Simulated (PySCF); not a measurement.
# HCF2CF2OMe: NMR shifts at several levels of theory, part 2 of 2

PySCF 2.14.0. Atoms count from 0.

## 6. NMR shieldings: BHandHLYP/pcSseg-1

The job: settings as JSON, then the geometry in Å.

```
{"job": {"kind": "nmr", "xc": "BHandHLYP", "basis": "pcSseg-1", "pop": false}, "charge": 0, "multiplicity": 1}
C     -1.877325    -0.236412    -0.107310
O     -0.668479     0.473089     0.112585
C      0.450835    -0.262708     0.160545
F      0.617644    -1.002932    -0.953026
F      0.426204    -1.139457     1.192199
C      1.645386     0.673945     0.350838
F      1.748723     1.480929    -0.713962
F      2.763830    -0.057216     0.452727
H     -2.678960     0.510448    -0.093226
H     -2.049413    -0.974770     0.690381
H     -1.861372    -0.742918    -1.083303
H      1.510700     1.278483     1.263839
```

Level: GIAO BHandHLYP/pcSseg-1 NMR shielding, non-relativistic, gas phase.

Log:

```text
coarse grid: 11168 points
cycle   1  E = -590.7418172488  dE =  1.424e+00  |g| = 1.111e+00  |ddm| = 2.871e+00
cycle   2  E = -590.7093424228  dE =  3.247e-02  |g| = 1.269e+00  |ddm| = 1.117e+00
cycle   3  E = -590.9528267085  dE = -2.435e-01  |g| = 5.513e-02  |ddm| = 6.009e-01
cycle   4  E = -590.9532983302  dE = -4.716e-04  |g| = 2.694e-02  |ddm| = 4.518e-02
cycle   5  E = -590.9534080211  dE = -1.097e-04  |g| = 8.865e-03  |ddm| = 1.982e-02
cycle   6  E = -590.9534206881  dE = -1.267e-05  |g| = 1.880e-03  |ddm| = 5.422e-03
cycle   7  E = -590.9534214030  dE = -7.148e-07  |g| = 4.824e-04  |ddm| = 1.612e-03
final grid: 112736 points
cycle   8  E = -591.0102128011  dE = -1.907e-05  |g| = 4.108e-03  |ddm| = 9.684e-03
cycle   9  E = -591.0102127996  dE =  1.475e-09  |g| = 4.249e-03  |ddm| = 3.933e-03
cycle  10  E = -591.0102153755  dE = -2.576e-06  |g| = 2.229e-04  |ddm| = 1.898e-03
cycle  11  E = -591.0102153823  dE = -6.741e-09  |g| = 1.392e-04  |ddm| = 2.248e-04
cycle  12  E = -591.0102153863  dE = -4.008e-09  |g| = 1.445e-05  |ddm| = 8.168e-05
cycle  13  E = -591.0102153863  dE = -3.115e-11  |g| = 8.702e-06  |ddm| = 1.509e-05
converged SCF energy = -591.0102153863

GIAO shielding tensors (ppm)
atom      isotropic    diamagn.    paramagn.     s11        s22        s33       span
  0 C      135.485     242.534    -107.049    109.502    113.818    183.134     73.632
  1 O      260.686     400.118    -139.432    195.616    268.705    317.737    122.121
  2 C       66.697     240.299    -173.602     50.463     73.329     76.300     25.837
  3 F      314.578     475.857    -161.279    209.564    343.405    390.765    181.202
  4 F      303.387     475.296    -171.909    195.344    327.510    387.306    191.962
  5 C       75.138     237.650    -162.512     62.469     78.561     84.384     21.915
  6 F      341.742     471.504    -129.762    238.676    366.392    420.158    181.482
  7 F      344.523     468.372    -123.849    242.086    369.682    421.802    179.716
  8 H       27.842      27.842      -0.001     23.668     25.647     34.210     10.541
  9 H       27.759      28.358      -0.599     23.069     26.171     34.037     10.968
 10 H       27.695      28.675      -0.980     22.936     26.228     33.921     10.984
 11 H       26.143      26.891      -0.747     24.106     24.995     29.330      5.224
```

It took 11 s on 1 thread, shared host.

This run: δ C2 117.3, C5 108.8, C0 48.5, O1 74.1, H11 5.30, H8 3.68 ppm (means over like atoms).

## 7. NMR shieldings: B97-2/pcSseg-1

Same as in step 6 but for these lines:

```diff
@@ -1,2 +1,2 @@
-{"job": {"kind": "nmr", "xc": "BHandHLYP", "basis": "pcSseg-1", "pop": false}, "charge": 0, "multiplicity": 1}
+{"job": {"kind": "nmr", "xc": "B97-2", "basis": "pcSseg-1", "pop": false}, "charge": 0, "multiplicity": 1}
 C     -1.877325    -0.236412    -0.107310
```

With the program's defaults for keys left out, this is: GIAO B97-2/pcSseg-1 NMR shielding, non-relativistic, gas phase.

Log:

```text
coarse grid: 11168 points
cycle   1  E = -590.8080818727  dE =  1.294e+00  |g| = 1.120e+00  |ddm| = 2.911e+00
cycle   2  E = -590.5553508598  dE =  2.527e-01  |g| = 1.720e+00  |ddm| = 1.372e+00
cycle   3  E = -591.0075658165  dE = -4.522e-01  |g| = 5.975e-02  |ddm| = 8.635e-01
cycle   4  E = -591.0079421895  dE = -3.764e-04  |g| = 3.869e-02  |ddm| = 6.049e-02
cycle   5  E = -591.0081618687  dE = -2.197e-04  |g| = 1.128e-02  |ddm| = 2.712e-02
cycle   6  E = -591.0081818745  dE = -2.001e-05  |g| = 2.314e-03  |ddm| = 6.489e-03
cycle   7  E = -591.0081825990  dE = -7.245e-07  |g| = 5.408e-04  |ddm| = 1.447e-03
final grid: 112736 points
cycle   8  E = -591.0801493838  dE = -6.731e-05  |g| = 1.493e-02  |ddm| = 2.343e-02
cycle   9  E = -591.0801102259  dE =  3.916e-05  |g| = 2.179e-02  |ddm| = 1.726e-02
cycle  10  E = -591.0801789445  dE = -6.872e-05  |g| = 1.253e-03  |ddm| = 1.133e-02
cycle  11  E = -591.0801792273  dE = -2.828e-07  |g| = 2.970e-04  |ddm| = 9.663e-04
cycle  12  E = -591.0801792375  dE = -1.020e-08  |g| = 1.221e-04  |ddm| = 1.931e-04
cycle  13  E = -591.0801792402  dE = -2.661e-09  |g| = 1.391e-05  |ddm| = 7.638e-05
cycle  14  E = -591.0801792402  dE = -3.274e-11  |g| = 3.873e-06  |ddm| = 1.331e-05
converged SCF energy = -591.0801792402

GIAO shielding tensors (ppm)
atom      isotropic    diamagn.    paramagn.     s11        s22        s33       span
  0 C      134.527     243.880    -109.354    107.796    113.014    182.770     74.975
  1 O      251.165     399.309    -148.144    190.474    258.066    304.955    114.481
  2 C       63.651     242.440    -178.789     46.013     70.994     73.945     27.932
  3 F      302.700     475.584    -172.884    199.264    330.155    378.681    179.417
  4 F      291.008     475.007    -183.999    184.567    313.562    374.896    190.330
  5 C       72.589     239.250    -166.661     55.941     77.658     84.169     28.229
  6 F      328.547     471.032    -142.486    227.917    352.003    405.719    177.802
  7 F      331.816     467.796    -135.981    231.176    356.030    408.241    177.064
  8 H       27.847      27.998      -0.151     23.836     25.690     34.014     10.177
  9 H       27.685      28.511      -0.826     23.082     26.040     33.933     10.851
 10 H       27.626      28.857      -1.232     22.945     26.111     33.821     10.876
 11 H       25.955      27.076      -1.121     24.025     24.913     28.928      4.903
```

Wall time 12 s (1 thread, shared host).

In short: δ C2 120.0, C5 111.1, C0 49.2, O1 80.5, H11 5.42, H8 3.66 ppm (means over like atoms).

## 8. Shielding tensors: KT2/pcSseg-1

Same as in step 7 but for these lines:

```diff
@@ -1,2 +1,2 @@
-{"job": {"kind": "nmr", "xc": "B97-2", "basis": "pcSseg-1", "pop": false}, "charge": 0, "multiplicity": 1}
+{"job": {"kind": "nmr", "xc": "KT2", "basis": "pcSseg-1", "pop": false}, "charge": 0, "multiplicity": 1}
 C     -1.877325    -0.236412    -0.107310
```

With the program's defaults for keys left out, this is: GIAO KT2/pcSseg-1 NMR shielding, non-relativistic, gas phase.

Log:

```text
coarse grid: 11168 points
cycle   1  E = -598.9988478208  dE =  1.296e+00  |g| = 1.316e+00  |ddm| = 2.908e+00
cycle   2  E = -598.3068292886  dE =  6.920e-01  |g| = 2.479e+00  |ddm| = 2.110e+00
cycle   3  E = -599.2599529529  dE = -9.531e-01  |g| = 1.366e-01  |ddm| = 1.486e+00
cycle   4  E = -599.2625724887  dE = -2.620e-03  |g| = 8.281e-02  |ddm| = 1.597e-01
cycle   5  E = -599.2636531691  dE = -1.081e-03  |g| = 2.935e-02  |ddm| = 6.565e-02
cycle   6  E = -599.2637953468  dE = -1.422e-04  |g| = 6.723e-03  |ddm| = 2.019e-02
cycle   7  E = -599.2638017059  dE = -6.359e-06  |g| = 2.059e-03  |ddm| = 4.864e-03
final grid: 112736 points
cycle   8  E = -599.4822649755  dE = -1.914e-04  |g| = 4.935e-02  |ddm| = 5.655e-02
cycle   9  E = -599.4812793332  dE =  9.856e-04  |g| = 9.307e-02  |ddm| = 7.613e-02
cycle  10  E = -599.4826252453  dE = -1.346e-03  |g| = 4.898e-03  |ddm| = 5.310e-02
cycle  11  E = -599.4826295586  dE = -4.313e-06  |g| = 9.315e-04  |ddm| = 3.376e-03
cycle  12  E = -599.4826296851  dE = -1.264e-07  |g| = 3.045e-04  |ddm| = 6.589e-04
cycle  13  E = -599.4826297041  dE = -1.905e-08  |g| = 7.154e-05  |ddm| = 2.558e-04
cycle  14  E = -599.4826297051  dE = -1.004e-09  |g| = 2.018e-05  |ddm| = 6.415e-05
cycle  15  E = -599.4826297052  dE = -5.525e-11  |g| = 7.009e-06  |ddm| = 1.686e-05
converged SCF energy = -599.4826297052

GIAO shielding tensors (ppm)
atom      isotropic    diamagn.    paramagn.     s11        s22        s33       span
  0 C      134.278     244.918    -110.640    106.379    112.612    183.843     77.464
  1 O      240.953     399.505    -158.552    179.485    247.971    295.402    115.918
  2 C       61.732     244.495    -182.763     43.588     69.609     71.999     28.411
  3 F      289.118     476.905    -187.788    183.845    315.261    368.248    184.403
  4 F      275.160     476.291    -201.131    167.207    295.847    362.426    195.219
  5 C       70.568     240.577    -170.009     51.640     77.159     82.904     31.264
  6 F      310.874     471.981    -161.107    207.465    333.837    391.320    183.855
  7 F      315.209     468.684    -153.475    210.658    339.552    395.417    184.759
  8 H       27.683      28.049      -0.366     23.863     25.534     33.654      9.791
  9 H       27.437      28.536      -1.099     22.846     25.698     33.767     10.922
 10 H       27.382      28.923      -1.541     22.692     25.797     33.657     10.965
 11 H       25.673      27.308      -1.636     23.793     24.718     28.507      4.714
```

It took 18 s on 1 thread, shared host.

In short: δ C2 121.5, C5 112.7, C0 48.9, O1 89.7, H11 5.51, H8 3.68 ppm (means over like atoms).

## 9. Run by run: NMR shifts

Shifts (ppm) of some atoms, chosen among heavy atoms and hydrogens apart, means over like atoms, with basis size and wall time:

```tsv
run	C2	C5	H11	H8	O1	F3	F6	functions	time
mPW1PW91/pcSseg-1	121.4	112.3	5.42	3.66	81.3	-118.3	-152.7	156	11 s
CAM-B3LYP/pcSseg-1	123.5	114.6	5.44	3.71	84.4	-109.2	-142.9	156	16 s
LDA/pcSseg-1	130.1	121.3	5.71	3.76	100.4	-139.1	-173.6	156	13 s
BHandHLYP/pcSseg-1	117.3	108.8	5.30	3.68	74.1	-104.7	-138.8	156	11 s
B97-2/pcSseg-1	120.0	111.1	5.42	3.66	80.5	-118.7	-152.1	156	12 s
KT2/pcSseg-1	121.5	112.7	5.51	3.68	89.7	-143.6	-174.5	156	18 s
```

## 10. Results

What follows sums up all 2 parts.

```
                                                                     quantity                   value
                                                                  point group                      C1
                                         rotational constants (main isotopes)    3.36, 1.62, 1.39 GHz
                                   13C shifts against TMS (mPW1PW91/pcSseg-1)  121.4, 112.3, 49.2 ppm
   1H shifts against TMS (mPW1PW91/pcSseg-1, means over atoms taken as alike)          5.42, 3.66 ppm
                                   17O shifts against H2O (mPW1PW91/pcSseg-1)                81.3 ppm
19F shifts against CFCl3 (mPW1PW91/pcSseg-1, means over atoms taken as alike)      -118.3, -152.7 ppm
                                                     range of the shift of F3    -143.6 to -104.7 ppm
```

Single values in the summary come from the first run of each kind that ended normally (mPW1PW91/pcSseg-1), which need not be the best level. Relaxing lowered the energy by 0.034 eV in 8 steps; the close pair that moved most is C0–O1, from 1.436 to 1.419 Å. The most deshielded hydrogen is H11 (hydrogen on an sp3 CH bonded to 2 F), at 5.42 ppm: its carbon carries F, hence the downfield position. Across the 6 runs the shift of F3 (with its like atoms) moves most, between -143.6 (KT2/pcSseg-1) and -104.7 ppm (BHandHLYP/pcSseg-1).
